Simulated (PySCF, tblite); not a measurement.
# C₁₁H₁₁N₄+: excited states

What do calculations give for the excited states of C₁₁H₁₁N₄+ (`C=Cc1cc[n+](C)c(-c2ncncn2)c1`)?

Programs: tblite 0.8.0 and PySCF 2.14.0, with routines of our own; each step states its level. All values are computed. Atoms count from 0.

### 1 The starting structure

26 atoms, charge 1, multiplicity 1; geometry from: force field or distance geometry start.

### 2 Relaxing the molecule with GFN2-xTB

Job settings and geometry (Å):

```
{"job": {"kind": "relax", "xc": "GFN2-xTB", "basis": "xTB"}, "charge": 1, "multiplicity": 1}
C     -3.740700     1.791600     0.061700
C     -3.489200     0.506500    -0.176500
C     -2.180500    -0.141500     0.088600
C     -2.154300    -1.466200     0.452400
C     -0.934900    -2.097100     0.698300
N      0.235700    -1.435300     0.544500
C      1.481900    -2.166400     0.881900
C      0.257200    -0.126700     0.130900
C      1.537300     0.558000    -0.099200
N      1.594700     1.843900     0.267500
C      2.757600     2.439800    -0.001600
N      3.804000     1.861000    -0.576200
C      3.625100     0.591200    -0.894400
N      2.528000    -0.123600    -0.684300
C     -0.980500     0.531700    -0.091700
H     -4.743100     2.194500    -0.129600
H     -3.022400     2.495600     0.470500
H     -4.284200    -0.139200    -0.547800
H     -3.075300    -2.036000     0.600500
H     -0.888500    -3.135400     1.007300
H      1.229000    -3.031300     1.507300
H      1.938900    -2.506600    -0.044300
H      2.144000    -1.515000     1.485000
H      2.855100     3.479100     0.278100
H      4.461800     0.091800    -1.388400
H     -0.977500     1.558400    -0.425900
```

The run is started by

```bash
> OMP_NUM_THREADS=1 python excited_run.py task.json out
```

This one command runs all jobs of the session in turn.

What it wrote:

```text
step      E/eV     max force
  0   -1099.58586    1.967
  1   -1099.70380    0.791
  2   -1099.73197    0.348
  3   -1099.75060    0.275
  4   -1099.75936    0.218
  5   -1099.76603    0.156
  6   -1099.77056    0.161
  7   -1099.77503    0.175
  8   -1099.77837    0.144
  9   -1099.78071    0.130
 10   -1099.78256    0.119
 11   -1099.78443    0.108
 12   -1099.78623    0.109
 13   -1099.78768    0.097
 14   -1099.78874    0.076
 15   -1099.78973    0.076
 16   -1099.79098    0.095
 17   -1099.79250    0.085
 18   -1099.79405    0.085
 19   -1099.79536    0.065
 20   -1099.79649    0.074
 21   -1099.79772    0.077
 22   -1099.79927    0.081
 23   -1099.80123    0.102
 24   -1099.80340    0.110
 25   -1099.80547    0.107
 26   -1099.80734    0.085
 27   -1099.80925    0.099
 28   -1099.81150    0.109
 29   -1099.81398    0.096
 30   -1099.81619    0.092
 31   -1099.81794    0.085
 32   -1099.81953    0.104
 33   -1099.82132    0.113
 34   -1099.82337    0.100
 35   -1099.82537    0.080
 36   -1099.82699    0.073
 37   -1099.82825    0.087
 38   -1099.82927    0.067
 39   -1099.83007    0.054
 40   -1099.83070    0.083
 41   -1099.83132    0.066
 42   -1099.83205    0.066
 43   -1099.83319    0.073
 44   -1099.83391    0.071
 45   -1099.83479    0.052
 46   -1099.83542    0.053
 47   -1099.83594    0.044
 48   -1099.83636    0.046
 49   -1099.83680    0.044
 50   -1099.83723    0.044
 51   -1099.83762    0.036
 52   -1099.83801    0.049
 53   -1099.83847    0.062
 54   -1099.83906    0.059
 55   -1099.83970    0.059
 56   -1099.84028    0.052
 57   -1099.84079    0.081
 58   -1099.84138    0.086
 59   -1099.84216    0.069
 60   -1099.84299    0.063
 61   -1099.84370    0.073
 62   -1099.84445    0.061
 63   -1099.84526    0.055
 64   -1099.84608    0.050
 65   -1099.84680    0.045
 66   -1099.84742    0.047
 67   -1099.84801    0.049
 68   -1099.84862    0.056
 69   -1099.84919    0.072
 70   -1099.84991    0.065
 71   -1099.85082    0.073
 72   -1099.85189    0.066
 73   -1099.85277    0.094
 74   -1099.85380    0.111
 75   -1099.85488    0.099
 76   -1099.85563    0.105
 77   -1099.85677    0.067
 78   -1099.85742    0.053
 79   -1099.85792    0.052
 80   -1099.85831    0.044
 81   -1099.85870    0.037
 82   -1099.85898    0.038
 83   -1099.85922    0.036
 84   -1099.85949    0.038
 85   -1099.85978    0.032
 86   -1099.86000    0.035
 87   -1099.86013    0.023
 88   -1099.86023    0.024
 89   -1099.86032    0.027
 90   -1099.86043    0.023
 91   -1099.86058    0.016
 92   -1099.86065    0.014
 93   -1099.86070    0.014
 94   -1099.86075    0.015
 95   -1099.86080    0.015
 96   -1099.86087    0.020
 97   -1099.86094    0.023
 98   -1099.86102    0.018
 99   -1099.86108    0.016
100   -1099.86114    0.017
101   -1099.86119    0.016
102   -1099.86122    0.017
103   -1099.86125    0.010
104   -1099.86128    0.011
105   -1099.86130    0.009
```

It took 1.4 s on 1 thread of Arm Neoverse V1, shared host.

Relaxation path: (not every step is listed)

| step | energy from step 0 (eV) | largest force (eV/Å) |
| --- | --- | --- |
| 0 | 0.0000 | 1.9665 |
| 1 | -0.1179 | 0.7910 |
| 2 | -0.1461 | 0.3479 |
| 3 | -0.1647 | 0.2750 |
| 4 | -0.1735 | 0.2185 |
| 5 | -0.1802 | 0.1565 |
| 6 | -0.1847 | 0.1606 |
| 7 | -0.1892 | 0.1749 |
| 8 | -0.1925 | 0.1439 |
| 17 | -0.2066 | 0.0847 |
| 26 | -0.2215 | 0.0855 |
| 35 | -0.2395 | 0.0798 |
| 44 | -0.2481 | 0.0705 |
| 53 | -0.2526 | 0.0615 |
| 62 | -0.2586 | 0.0612 |
| 71 | -0.2650 | 0.0727 |
| 80 | -0.2725 | 0.0438 |
| 89 | -0.2745 | 0.0272 |
| 98 | -0.2752 | 0.0179 |
| 100 | -0.2753 | 0.0168 |
| 101 | -0.2753 | 0.0160 |
| 102 | -0.2754 | 0.0167 |
| 103 | -0.2754 | 0.0102 |
| 104 | -0.2754 | 0.0107 |
| 105 | -0.2754 | 0.0091 |

Close pairs (by a distance rule), those that changed most:

| bond | before (Å) | after (Å) | change (Å) |
| --- | --- | --- | --- |
| N5–C6 | 1.484 | 1.444 | -0.040 |
| C1–C2 | 1.484 | 1.447 | -0.038 |
| C7–C14 | 1.419 | 1.385 | -0.035 |
| C2–C3 | 1.374 | 1.404 | +0.030 |
| C3–C4 | 1.395 | 1.371 | -0.024 |
| C0–H15 | 1.097 | 1.076 | -0.021 |
| C6–H22 | 1.107 | 1.090 | -0.018 |
| N5–C7 | 1.373 | 1.355 | -0.018 |

The final coordinates are the input of the step that follows.

### 3 Vibrational analysis with GFN2-xTB

Job settings and geometry (Å):

```
{"job": {"kind": "ir", "xc": "GFN2-xTB", "basis": "xTB"}, "charge": 1, "multiplicity": 1}
C     -3.589950     1.873672    -0.153472
C     -3.435969     0.595400     0.193328
C     -2.174851    -0.108962     0.273044
C     -2.150530    -1.485139     0.550183
C     -0.953595    -2.149570     0.629443
N      0.229534    -1.542038     0.451615
C      1.432313    -2.331129     0.572599
C      0.254140    -0.215168     0.178017
C      1.508218     0.537424    -0.047035
N      1.366957     1.856112    -0.172060
C      2.481795     2.534190    -0.376999
N      3.685472     1.995874    -0.472970
C      3.726971     0.686113    -0.346371
N      2.673697    -0.090433    -0.127159
C     -0.928319     0.500056     0.091169
H     -4.569076     2.318768    -0.189547
H     -2.768050     2.517235    -0.417934
H     -4.306643    -0.000153     0.432778
H     -3.069180    -2.029329     0.703411
H     -0.928825    -3.207770     0.844033
H      1.178364    -3.353508     0.843245
H      1.982983    -2.330631    -0.367642
H      2.089136    -1.908914     1.332713
H      2.398924     3.608712    -0.472141
H      4.689127     0.196959    -0.420927
H     -0.843688     1.554845    -0.116931
```

What it wrote:

```text
mode    cm-1     km/mol
  1      21.6      0.07
  2      40.4      0.83
  3      78.8      0.47
  4     105.6      0.38
  5     119.9      0.37
  6     168.7      0.22
  7     184.9      0.25
  8     227.1      0.71
  9     276.5      0.00
 10     287.5      0.09
 11     312.8      2.97
 12     346.2      2.11
 13     380.6      5.63
 14     415.8      1.31
 15     432.0      3.56
 16     475.9      0.14
 17     527.0      1.72
 18     541.6      1.40
 19     640.7     15.57
 20     655.6      7.91
 21     670.3     22.31
 22     705.8      0.09
 23     730.7     19.93
 24     783.1     39.66
 25     787.5      7.07
 26     841.1     21.99
 27     874.2      0.41
 28     890.0      2.30
 29     908.4      1.44
 30     916.8      0.45
 31     926.1      8.80
 32     941.2      0.01
 33     998.4     35.01
 34    1027.5     18.84
 35    1045.6      0.40
 36    1058.2      2.47
 37    1077.8      0.50
 38    1082.6      2.46
 39    1149.3      0.18
 40    1158.9     14.94
 41    1177.5      3.16
 42    1186.3      1.46
 43    1207.8      0.13
 44    1223.0      0.67
 45    1243.0      2.14
 46    1280.6      5.10
 47    1308.9      2.45
 48    1340.4      0.40
 49    1345.9     11.75
 50    1373.2     73.54
 51    1390.5     20.46
 52    1410.6     56.97
 53    1417.4     28.19
 54    1421.1      1.43
 55    1438.5     33.24
 56    1459.3      6.37
 57    1518.7     32.32
 58    1537.0    261.30
 59    1544.0    228.95
 60    1572.2    216.82
 61    1645.2     36.89
 62    3022.5      1.81
 63    3041.7      3.13
 64    3053.0      1.29
 65    3070.9      0.68
 66    3071.3      0.19
 67    3074.8      4.18
 68    3093.7      2.27
 69    3112.8      4.41
 70    3114.1      7.54
 71    3117.6      6.68
 72    3146.9      2.60
```

It took 1.8 s on 1 thread of Arm Neoverse V1, shared host.

Which atoms move in the most intense modes:

| cm⁻¹ | km/mol | atoms |
| --- | --- | --- |
| 783 | 39.7 | C8 38 %, N13 12 %, N9 12 % |
| 998 | 35.0 | H17 51 %, H16 37 % |
| 1373 | 73.5 | C8 27 %, N9 16 %, N13 14 % |
| 1411 | 57.0 | H21 37 %, H22 22 %, H20 22 %, C6 11 % |
| 1537 | 261.3 | C10 31 %, C12 17 %, N13 12 %, N9 11 % |
| 1544 | 228.9 | C8 31 %, N11 20 %, C12 19 % |
| 1572 | 216.8 | C4 20 %, C14 18 %, C3 18 %, C7 13 % |
| 1645 | 36.9 | C1 45 %, C0 36 % |

### 4 Excited states: TDA BHandHLYP/def2-SVP

Settings changed since step 3:

```diff
@@ -1,2 +1,2 @@
-{"job": {"kind": "ir", "xc": "GFN2-xTB", "basis": "xTB"}, "charge": 1, "multiplicity": 1}
+{"job": {"kind": "states", "xc": "BHandHLYP", "basis": "def2-SVP", "tda": true, "soc": true, "nstates": 8, "ntriplets": 6, "nquad": 4}, "charge": 1, "multiplicity": 1}
 C     -3.589950     1.873672    -0.153472
```

Level: TDA BHandHLYP/def2-SVP excited states, vertical, gas phase, spin-orbit mean-field couplings.

What it wrote:

```text
coarse grid: 23016 points
cycle   1  E = -643.4631821238  dE =  3.925e+00  |g| = 7.219e-01  |ddm| = 6.005e+00
cycle   2  E = -643.4458440245  dE =  1.734e-02  |g| = 8.331e-01  |ddm| = 1.869e+00
cycle   3  E = -643.6047203222  dE = -1.589e-01  |g| = 1.385e-01  |ddm| = 1.010e+00
cycle   4  E = -643.6081388105  dE = -3.418e-03  |g| = 8.514e-02  |ddm| = 2.409e-01
cycle   5  E = -643.6099038436  dE = -1.765e-03  |g| = 1.653e-02  |ddm| = 9.847e-02
cycle   6  E = -643.6099674480  dE = -6.360e-05  |g| = 4.057e-03  |ddm| = 2.045e-02
cycle   7  E = -643.6099721756  dE = -4.728e-06  |g| = 2.010e-03  |ddm| = 6.503e-03
final grid: 226352 points
cycle   8  E = -643.6845406028  dE = -4.189e-05  |g| = 4.256e-03  |ddm| = 4.681e-02
cycle   9  E = -643.6845412080  dE = -6.052e-07  |g| = 4.256e-03  |ddm| = 9.530e-03
cycle  10  E = -643.6845452739  dE = -4.066e-06  |g| = 6.258e-04  |ddm| = 4.231e-03
cycle  11  E = -643.6845453682  dE = -9.437e-08  |g| = 2.105e-04  |ddm| = 8.489e-04
cycle  12  E = -643.6845453791  dE = -1.087e-08  |g| = 9.746e-05  |ddm| = 3.375e-04
cycle  13  E = -643.6845453814  dE = -2.282e-09  |g| = 1.926e-05  |ddm| = 1.055e-04
cycle  14  E = -643.6845453816  dE = -1.583e-10  |g| = 1.371e-05  |ddm| = 4.213e-05
converged SCF energy = -643.6845453816

Singlet excitations
state   eV       nm        f     d(h-e)  d(exc)  Lambda  PR(NTO)  |dmu|/D   mu/D   main configurations
  1   4.3904   282.4   0.00225   1.245   3.288   0.440   1.024    4.655    2.446   H-3->L 0.47, H-1->L 0.19, H-3->L+1 0.10
  2   4.4504   278.6   0.00920   1.854   3.512   0.379   1.042    6.023    1.725   H-1->L 0.50, H-3->L 0.18, H-1->L+1 0.13
  3   4.7275   262.3   0.43416   1.559   3.905   0.631   1.187    4.226    7.911   H->L 0.77, H-2->L 0.09
  4   5.1515   240.7   0.33120   0.583   3.335   0.648   1.696    1.410    5.706   H-2->L 0.41, H->L+1 0.32, H->L 0.14
  5   5.3024   233.8   0.00032   0.597   2.495   0.420   1.033                     H-1->L+2 0.88
  6   5.4156   228.9   0.00711   0.616   2.597   0.502   1.071                     H-3->L+2 0.77, H-2->L+2 0.10
  7   5.6560   219.2   0.46646   1.347   3.963   0.648   1.808                     H->L+1 0.57, H-2->L 0.31
  8   6.1073   203.0   0.04274   0.620   3.377   0.447   1.898                     H-4->L 0.50, H-2->L+2 0.19

Triplet excitations (Tamm-Dancoff)
state   eV     d(h-e)  d(exc)  Lambda  PR(NTO)   main configurations
  1   2.8964   0.632   3.103   0.636   1.092   H->L 0.70, H->L+1 0.17
  2   3.6387   0.118   3.105   0.677   1.226   H-2->L 0.65
  3   3.8489   1.535   3.211   0.376   1.156   H-1->L 0.53, H-1->L+1 0.17, H-1->L+3 0.11
  4   4.0024   0.898   3.032   0.438   1.161   H-3->L 0.58, H-3->L+1 0.17
  5   4.2880   0.213   3.303   0.685   1.768   H->L+1 0.29, H-2->L+1 0.28, H-2->L 0.16
  6   4.4092   0.595   2.964   0.710   2.143   H-2->L+1 0.29, H->L+1 0.23, H-5->L 0.10
S1 - T1 = 1.4939 eV

Spin-orbit couplings |<S|Hso|T>| (cm-1)
             T1       T2       T3       T4       T5       T6
S0        0.180    1.566   12.451   23.177    0.800    1.118
S1        0.251    5.785   14.961    5.367    0.421    1.078
S2        0.508    3.159    5.432   15.169    0.852    0.815
S3        0.061    0.596    1.983    2.697    0.096    0.151
S4        0.129    0.345    1.001    3.391    0.202    0.145
S5        0.131    0.629    5.614    0.918    0.408    0.498
S6        0.172    1.692    0.730    5.438    0.987    1.043
S7        0.087    0.284    1.643    3.467    0.132    0.115
S8        0.051    0.430    3.218    4.615    0.209    0.224
T1 sublevels (cm-1): 0.000 0.000 0.000   radiative rates (1/s): 0.0278 0.00597 0.00408
```

Wall time 1.9 min (1 thread of Arm Neoverse V1, shared host); peak memory 1.2 GiB.

In short:

| quantity | value |
| --- | --- |
| S1 less T1 | 1.49 eV |

### 5 Outcome

| quantity | value |
| --- | --- |
| strongest single infrared mode (GFN2-xTB) | 1537 cm⁻¹, 261 km/mol |
| zero-point energy (GFN2-xTB) | 125.5 kcal/mol |
| S1 less T1 (step 4, TDA BHandHLYP/def2-SVP) | 1.49 eV |

All 72 modes are real, so the xTB geometry is a minimum. The strongest single mode, at 1537 cm⁻¹, is spread over several atoms, C10, C12, N13, N9 among them. GFN2-xTB is a fitted tight-binding method: band positions and strengths are rough. Its intensities can rank the bands wrongly. In step 4, the number of triplets below S1 is 5, and the largest singlet-triplet spin-orbit coupling is S0–T4, 23.18 cm⁻¹.
